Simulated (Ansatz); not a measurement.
# Ni3O2: the cost of one run

Computed with Ansatz 0.2.0 (DFT PBEsol, scalar-relativistic, plane waves, PAW, unless a step's input says otherwise).

3 further runs of the same task are left out: 3 set aside as unsound or not needed.

## Step 1: Starting point

The structure is trigonal, space group R-3m (No. 166). The conventional cell has a = 5.710 Å, b = 5.710 Å, c = 5.759 Å, α = 90.00°, β = 90.00°, γ = 120.00°. Ni (site symmetry 2/m) has 2 O at 1.77 Å in its first shell of neighbours. O (site symmetry 3m) has 3 Ni at 1.77 Å in its first shell of neighbours.

Coordinates:

```cif
data_structure
_symmetry_space_group_name_H-M 'P 1'
_symmetry_Int_Tables_number 1
_cell_length_a 3.8147
_cell_length_b 3.8147
_cell_length_c 3.8147
_cell_angle_alpha 96.901
_cell_angle_beta 96.901
_cell_angle_gamma 96.901
_cell_volume 54.20
loop_
_atom_site_label
_atom_site_type_symbol
_atom_site_fract_x
_atom_site_fract_y
_atom_site_fract_z
_atom_site_occupancy
Ni1 Ni 0.50000 0.00000 0.00000 1
Ni2 Ni 0.00000 0.50000 0.00000 1
Ni3 Ni 0.00000 0.00000 0.50000 1
O1 O 0.27720 0.27720 0.27720 1
O2 O 0.72280 0.72280 0.72280 1
```

This is a trial structure built by rule; it need not be a known or stable form of this composition.

This cell was relaxed beforehand with the same method: volume 10.84 Å³/atom, gap on the mesh none (metal).

It is a trial structure (swap of S by O in Ni3S2), so another structure or a mixture of phases may lie lower.

## Step 2: Dielectric function

Input file input.yaml:

```yaml
crystal:
  lattice:
    - [2.8548497698, 1.648248283, 1.919600678]
    - [-2.8548497698, 1.648248283, 1.919600678]
    - [0.0, -3.2964965662, 1.9196006779]
  atoms:
    - { symbol: Ni, position: [0.5, -1.4191e-06, 1.0000014191] }
    - { symbol: Ni, position: [1.0000014191, 0.5, -1.4191e-06] }
    - { symbol: Ni, position: [-1.4191e-06, 1.0000014191, 0.5] }
    - { symbol: O, position: [0.2771997102, 0.2771997102, 0.2771997102] }
    - { symbol: O, position: [0.7228002898, 0.7228002898, 0.7228002898] }
basis:
  ecutwfc: 420
kpoints:
  mp_grid: { grid: [12, 12, 12] }
hamiltonian:
  xc: pbesol
scf:
  occupations: { method: fermi_dirac, width: 0.15 }
  n_extra_bands: 20
output:
  eigenvalues: true
  optics: { e_range: [0, 14], sigma: 0.1, nscf_kmesh: { grid: [18, 18, 18] } }
checkpoint:
  read: start.run
  write: ck
  compress: false
  write_wavefunctions: false
  write_every: 100000
```

Run with:

```console
$ ansatz run input.yaml --threads 2 --pin off --max-ram 6144MiB --backend cpu --events-out ev --progress --plain --runs-dir out
```

**Question.** How long does this run take on 2 threads of Arm Neoverse V2, shared host, and how much memory does it need?

About 5.2 min, with a peak of 4.5 GiB.
